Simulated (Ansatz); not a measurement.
# CsInH4: one candidate of a structure search

Aim: relax a trial structure of CsInH4 and see where it ends.

Computed with Ansatz 0.2.0 (DFT PBE, scalar-relativistic, plane waves, PAW, unless a step's input says otherwise).

## 1. The starting structure

Symmetry: P4/mmm, No. 123, tetragonal system. Conventional cell: a = 3.739 Å, b = 3.739 Å, c = 6.298 Å, α = 90.00°, β = 90.00°, γ = 90.00°. Around Cs (site symmetry 4/mmm) lie 10 H at 2.49 to 2.72 Å. In (site symmetry 4/mmm) is surrounded by 10 H at 2.49 to 2.73 Å. Around H (site symmetry 4mm) lie 1 H at 1.31 Å. Around H (site symmetry 4mm) lie 1 H at 1.33 Å.

As a file:

```
Cs In H
1.0
     3.73940    0.00000    0.00000
     0.00000    3.73940    0.00000
     0.00000    0.00000    6.29789
Cs In H
1 1 4
Direct
  0.50000 0.50000 0.50000
  0.00000 0.00000 0.00000
  0.00000 0.00000 0.60384
  0.50000 0.50000 0.10520
  0.50000 0.50000 0.89480
  0.00000 0.00000 0.39616
```

The cell is invented: species swapped into a database cell of CeDyC4 (P4/mmm, No. 123), with In on the Ce sites, Cs on the Dy sites and H on the C sites. Lengths come from tabulated atomic sizes and are only a guess.

## 2. The guess as it stands, on a coarse mesh

Input file input.yaml:

```yaml
crystal:
  lattice:
    - [3.73940428, 0.0, 0.0]
    - [0.0, 3.73940428, 0.0]
    - [0.0, 0.0, 6.29788707]
  atoms:
    - { symbol: Cs, position: [0.5, 0.5, 0.5] }
    - { symbol: In, position: [0.0, 0.0, 0.0] }
    - { symbol: H, position: [0.0, 0.0, 0.60383803] }
    - { symbol: H, position: [0.5, 0.5, 0.105198] }
    - { symbol: H, position: [0.5, 0.5, 0.894802] }
    - { symbol: H, position: [0.0, 0.0, 0.39616197] }
basis:
  ecutwfc: 420
kpoints:
  mp_grid: { grid: [6, 6, 4] }
hamiltonian:
  xc: pbe
scf:
  occupations: { method: gaussian, width: 0.1 }
  lower_state_search: "off"
output:
  forces: true
  stress: true
  eigenvalues: true
```

Command:

```
$ ansatz run input.yaml --threads 1 --pin off --max-ram 2048MiB --backend cpu --events-out ev --progress --plain --runs-dir out
```

The session goes on with these runs: coarse relaxation; relaxation on the finer mesh.

What does the calculation give? Wanted: conventional cell; volume; energy over the elements; gap on the mesh.

The runs gave:

```
                                                              quantity                                                                      value
                                symmetry at the end (tolerance 0.05 Å)                                               space group P4/mmm (No. 123)
                                                     conventional cell  a = 4.237 Å, b = 4.237 Å, c = 6.887 Å, α = 90.00°, β = 90.00°, γ = 90.00°
                                                                volume                                                              20.60 Å³/atom
energy over the elements (uncorrected; H, N, O, F and Cl as molecules)                                                              +0.16 eV/atom
                                                       gap on the mesh                                                               none (metal)
```

**Reading.** The space group P4/mmm (No. 123) is kept, and the volume per atom grows by 40.4 % from the first guess. The formation energy is positive, so the separate elements lie lower. No finished test with a distortion of lower symmetry is shown, so the end may be a saddle point.
